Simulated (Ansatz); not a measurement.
Molecular dynamics of PWO4F

input.yaml

```yaml
accuracy: low
crystal:
  lattice:
    - [-2.987965, 2.965662, 6.897828]
    - [2.860657, -2.399115, 6.897828]
    - [4.914552, 5.364777, 0.0]
  atoms:
    - { symbol: P, position: [0.98508301, 0.26354299, 0.62915135] }
    - { symbol: P, position: [0.53705394, 0.20785262, 0.87640597] }
    - { symbol: W, position: [-0.01169155, -0.0042452, 0.00940829] }
    - { symbol: W, position: [0.24187561, 0.25773673, 0.22681197] }
    - { symbol: O, position: [0.70421995, 0.17972986, -0.01611195] }
    - { symbol: O, position: [0.49781441, 0.34745843, 0.70389404] }
    - { symbol: O, position: [0.06835066, 0.54054742, 0.28096529] }
    - { symbol: O, position: [0.35219015, 0.29329039, -0.00086881] }
    - { symbol: O, position: [1.05144142, 0.10226162, 0.79106917] }
    - { symbol: O, position: [0.45094951, 0.96710962, 0.18884392] }
    - { symbol: O, position: [0.14315493, 0.20661665, 0.47543652] }
    - { symbol: O, position: [0.79931054, 0.30554188, 0.53219257] }
    - { symbol: F, position: [0.44581046, 0.35776862, 0.33109947] }
    - { symbol: F, position: [0.06490292, 0.18197721, 0.12904968] }
    - { symbol: P, position: [0.45279241, 0.78526308, 0.11741731] }
    - { symbol: P, position: [0.02661075, 0.72498408, 0.38502786] }
    - { symbol: W, position: [0.50403172, 0.51588265, 0.50738163] }
    - { symbol: W, position: [0.76670978, 0.73283277, 0.75674865] }
    - { symbol: O, position: [0.21157698, 0.69638766, 0.46598556] }
    - { symbol: O, position: [-0.05760045, 0.89994259, 0.24929885] }
    - { symbol: O, position: [0.56869117, 0.02264554, 0.76886703] }
    - { symbol: O, position: [0.87417639, 0.77387516, 0.53177084] }
    - { symbol: O, position: [0.50459219, 0.65165375, 0.28366638] }
    - { symbol: O, position: [0.94167986, 0.45674389, 0.73350193] }
    - { symbol: O, position: [0.62122605, 0.68559111, 0.98888941] }
    - { symbol: O, position: [0.27914003, 0.78766264, 1.02859494] }
    - { symbol: F, position: [0.93312191, 0.8098682, 0.88533863] }
    - { symbol: F, position: [0.53550679, 0.72880586, 0.6330243] }
basis:
  ecutwfc: 420.0
kpoints:
  mp_grid: { grid: [1, 1, 1] }
hamiltonian:
  xc: pbesol
scf:
  occupations: { method: fermi_dirac, width: 0.05 }
  lower_state_search: "off"
md:
  timestep: 1
  n_steps: 190
  ensemble: nvt_langevin
  temperature: 1170.0
  initial_velocities: maxwell_boltzmann
  seed: 920165
  friction: 0.005
```

Command:

```bash
$ ansatz run input.yaml --threads 1 --pin off --max-ram 3072MiB --backend cpu --events-out ev --progress --plain --runs-dir out
```

It goes on from the last frame of an earlier run, with new velocities.

Output, in part (step lines):

```
md step     0: t =     0.00 fs  T =  1128.2 K  F+E_penalty+E_count = -56163.06504740 eV  E_kin = 4.083323 eV  (16 SCF iters)
md step     1: t =     1.00 fs  T =  1138.3 K  F+E_penalty+E_count = -56163.01994293 eV  E_kin = 4.119990 eV  (13 SCF iters)
md step     2: t =     2.00 fs  T =  1161.3 K  F+E_penalty+E_count = -56162.94070727 eV  E_kin = 4.203001 eV  (12 SCF iters)
md step     3: t =     3.00 fs  T =  1127.7 K  F+E_penalty+E_count = -56162.83109592 eV  E_kin = 4.081572 eV  (14 SCF iters)
md step     4: t =     4.00 fs  T =  1076.4 K  F+E_penalty+E_count = -56162.70742277 eV  E_kin = 3.895885 eV  (14 SCF iters)
md step     5: t =     5.00 fs  T =  1068.3 K  F+E_penalty+E_count = -56162.58036074 eV  E_kin = 3.866414 eV  (9 SCF iters)
md step     6: t =     6.00 fs  T =  1013.7 K  F+E_penalty+E_count = -56162.45119407 eV  E_kin = 3.668804 eV  (9 SCF iters)
md step     7: t =     7.00 fs  T =   986.8 K  F+E_penalty+E_count = -56162.31369599 eV  E_kin = 3.571404 eV  (11 SCF iters)
[... lines left out ...]
md step   190: t =   190.00 fs  T =  1067.1 K  F+E_penalty+E_count = -56162.07131961 eV  E_kin = 3.862311 eV  (15 SCF iters)
```

The steps, from the saved trajectory:

```json
{"time (fs)": "0.0", "T (K)": "1128", "potential energy less start (eV)": "0.000"}
{"time (fs)": "6.0", "T (K)": "1014", "potential energy less start (eV)": "0.614"}
{"time (fs)": "12.0", "T (K)": "808", "potential energy less start (eV)": "1.511"}
{"time (fs)": "18.0", "T (K)": "641", "potential energy less start (eV)": "2.116"}
{"time (fs)": "24.0", "T (K)": "697", "potential energy less start (eV)": "1.915"}
{"time (fs)": "30.0", "T (K)": "771", "potential energy less start (eV)": "2.016"}
{"time (fs)": "36.0", "T (K)": "1136", "potential energy less start (eV)": "1.067"}
{"time (fs)": "42.0", "T (K)": "1277", "potential energy less start (eV)": "1.059"}
{"time (fs)": "48.0", "T (K)": "1189", "potential energy less start (eV)": "1.460"}
{"time (fs)": "54.0", "T (K)": "1100", "potential energy less start (eV)": "1.870"}
{"time (fs)": "60.0", "T (K)": "1074", "potential energy less start (eV)": "2.244"}
{"time (fs)": "66.0", "T (K)": "1046", "potential energy less start (eV)": "2.436"}
{"time (fs)": "72.0", "T (K)": "875", "potential energy less start (eV)": "2.682"}
{"time (fs)": "78.0", "T (K)": "1048", "potential energy less start (eV)": "2.262"}
{"time (fs)": "84.0", "T (K)": "1082", "potential energy less start (eV)": "2.337"}
{"time (fs)": "90.0", "T (K)": "1035", "potential energy less start (eV)": "2.316"}
{"time (fs)": "96.0", "T (K)": "1197", "potential energy less start (eV)": "1.626"}
{"time (fs)": "102.0", "T (K)": "1298", "potential energy less start (eV)": "1.514"}
{"time (fs)": "108.0", "T (K)": "1382", "potential energy less start (eV)": "1.099"}
{"time (fs)": "114.0", "T (K)": "1252", "potential energy less start (eV)": "1.593"}
{"time (fs)": "120.0", "T (K)": "1096", "potential energy less start (eV)": "2.071"}
{"time (fs)": "126.0", "T (K)": "1304", "potential energy less start (eV)": "1.191"}
{"time (fs)": "132.0", "T (K)": "1164", "potential energy less start (eV)": "1.370"}
{"time (fs)": "138.0", "T (K)": "850", "potential energy less start (eV)": "2.227"}
{"time (fs)": "144.0", "T (K)": "1054", "potential energy less start (eV)": "1.394"}
{"time (fs)": "150.0", "T (K)": "1040", "potential energy less start (eV)": "1.512"}
{"time (fs)": "156.0", "T (K)": "1174", "potential energy less start (eV)": "1.287"}
{"time (fs)": "162.0", "T (K)": "1173", "potential energy less start (eV)": "1.290"}
{"time (fs)": "168.0", "T (K)": "1092", "potential energy less start (eV)": "1.621"}
{"time (fs)": "174.0", "T (K)": "1080", "potential energy less start (eV)": "1.446"}
{"time (fs)": "180.0", "T (K)": "1206", "potential energy less start (eV)": "0.850"}
{"time (fs)": "186.0", "T (K)": "1217", "potential energy less start (eV)": "0.807"}
```

All steps were run. A run of 0.19 ps of so small a system gives no equilibrium averages. Limits of this set-up: coarse k mesh, low accuracy level.

Mean squared displacements from the first frame to the last, about the centre of mass: P 0.04 Å², W 0.03 Å², O 0.18 Å², F 0.10 Å².

Last frame:

```xyz
28
Lattice="-2.9880 2.9657 6.8978 2.8607 -2.3991 6.8978 4.9146 5.3648 0.0000" Properties=species:S:1:pos:R:3
P 1.174 5.372 8.391
P 3.603 5.661 5.121
W 0.216 -0.105 -0.175
W 1.410 1.480 3.413
O -1.204 1.597 6.120
O 3.863 4.159 5.706
O 2.717 0.244 4.170
O -0.096 0.512 4.106
O 1.154 6.685 7.388
O 2.900 0.353 9.542
O 2.840 2.392 2.527
O 1.426 4.188 7.505
F 1.737 2.602 5.056
F 1.210 0.444 1.704
P 1.625 0.225 8.508
P 3.963 0.358 5.081
W 2.731 2.882 6.758
W 3.817 4.526 10.294
O 3.889 1.494 6.125
O 4.206 -0.841 5.922
O 2.263 5.791 4.522
O 2.276 3.575 11.074
O 1.461 1.596 7.762
O 2.491 5.587 9.184
O 5.223 5.399 9.459
O 6.732 4.323 7.649
F 3.931 5.642 11.884
F 3.967 3.316 8.549
```

The run took 17 min on 1 thread of Arm Neoverse V1 (shared host), peak memory 0.58 GiB.
